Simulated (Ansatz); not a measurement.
# C2H5AlS: geometry optimisation from a Python script

What geometry does C2H5AlS take? The task is a geometry optimisation, for C2H5AlS. SMILES: C=[C]([AlH2])S.

Computed with Ansatz 0.2.0, driven from Python. Level of theory: Hartree-Fock/6-31G*.

### Step 1. Starting point

Bond lengths: C1–C2 1.305 Å, C2–Al3 1.952 Å, C2–S4 1.723 Å, C1–H5 1.067 Å, C1–H6 1.163 Å, Al3–H7 1.640 Å, Al3–H8 1.573 Å, S4–H9 1.421 Å. Angles: C1–C2–Al3 118.7°, C1–C2–S4 123.0°, Al3–C2–S4 118.2°, C2–C1–H5 126.4°, C2–C1–H6 118.4°, H5–C1–H6 115.1°, C2–Al3–H7 120.3°, C2–Al3–H8 122.0°, H7–Al3–H8 117.5°, C2–S4–H9 96.8°.

No structure file is read: the coordinates are typed or built in the script.

### Step 2. Script

File opt_c2h5als.py:

```python
"""Geometry optimisation of C2H5AlS."""

import itertools
import warnings

import ansatz as az
from ase.data import atomic_numbers, covalent_radii
import numpy as np

BASIS = "6-31G*"
XC = "HF"

GEOMETRY = """
C    -0.06130    1.20770   -0.71750
C    -0.38630    0.13210   -0.05420
Al    0.84620   -1.38210   -0.06050
S    -1.83810   -0.00190    0.86450
H     0.81550    1.34600   -1.30920
H    -0.80990    2.09790   -0.72850
H     2.27720   -1.28150   -0.85440
H     0.56430   -2.69110    0.76560
H    -1.31920    0.52670    2.07700
"""

warnings.simplefilter("ignore", az.DeckWarning)

mol = az.Crystal.molecule()
for line in GEOMETRY.strip().splitlines():
    symbol, *xyz = line.split()
    mol = mol.atom(symbol, [float(v) for v in xyz])

base = mol.calculation().basis(gaussian=BASIS).functional(XC)
symbols = [site.symbol for site in mol.cartesian_sites]
start = np.array([site.position_ang for site in mol.cartesian_sites], dtype=float)
rep = base.relax(force_tolerance=0.02, max_steps=100).run(threads=1, pin="off").report
end = np.array(rep["positions_ang"])

print(f"E = {rep['free_energy_ev']:.6f} eV = {rep['free_energy_ev'] / 27.211386246:.7f} Ha")
print("converged:", rep["converged"], " doubts:", rep["published_state_doubts"] or "none")

# pairs closer than 1.2 times the sum of covalent radii, before or after
radius = [covalent_radii[atomic_numbers[s]] for s in symbols]
span = lambda where, i, j: np.linalg.norm(where[i] - where[j])
bonded = [(i, j) for i, j in itertools.combinations(range(len(symbols)), 2) if min(span(start, i, j), span(end, i, j)) < 1.2 * (radius[i] + radius[j])]
print("pair        before    after (A)")
for i, j in bonded:
    print(f"{symbols[i]}{i}-{symbols[j]}{j}".ljust(10), f"{span(start, i, j):8.4f} {span(end, i, j):8.4f}")

charges = rep["charge_distribution"]
dipole = np.array(charges["dipole_moment_e_ang"]) * 4.803205
print("dipole (D): {:.3f} {:.3f} {:.3f}, length {:.3f}".format(*dipole, np.linalg.norm(dipole)))
print("atom  Mulliken   Lowdin")
for symbol, m, l in zip(symbols, charges["mulliken_charges_e"], charges["lowdin_charges_e"]):
    print(f"{symbol:4s} {m:9.3f} {l:8.3f}")
```

### Step 3. The input behind the calls

The engine receives this input:

```yaml
crystal:
  periodic: [false, false, false]
  atoms:
    - { symbol: C, position_ang: [-0.0613, 1.2077, -0.7175] }
    - { symbol: C, position_ang: [-0.3863, 0.1321, -0.0542] }
    - { symbol: Al, position_ang: [0.8462, -1.3821, -0.0605] }
    - { symbol: S, position_ang: [-1.8381, -0.0019, 0.8645] }
    - { symbol: H, position_ang: [0.8155, 1.346, -1.3092] }
    - { symbol: H, position_ang: [-0.8099, 2.0979, -0.7285] }
    - { symbol: H, position_ang: [2.2772, -1.2815, -0.8544] }
    - { symbol: H, position_ang: [0.5643, -2.6911, 0.7656] }
    - { symbol: H, position_ang: [-1.3192, 0.5267, 2.077] }
basis:
  gaussian:
    orbitals: "6-31G*"
hamiltonian:
  xc: hf
relax:
  f_tol: 0.02
  max_steps: 100
```

### Step 4. The run

Started as:

```bash
python opt_c2h5als.py
```

Q: Predict the main results. Wanted: total energy; dipole moment; moves of the relaxation; energy gained; last largest force component.

As calculated:

| quantity | value |
| --- | --- |
| total energy | -19538.2845 eV |
| dipole moment | 1.32 D |
| moves of the relaxation | 17 |
| energy gained | 0.529 eV |
| last largest force component | 0.0048 eV/Å |

What this shows: After 17 moves the largest shift is 1.155 Å, of atom 9 (H). So large a move can change the bonding: the results belong to the relaxed structure. What to keep in mind:
- The end point is the stationary point reached from this start; no frequency run checks that it is a minimum, and the basis set is modest.
- The Löwdin charges here are taken after orthogonalising the functions within each atom; they differ from plain Löwdin charges, and their signs can be unphysical.
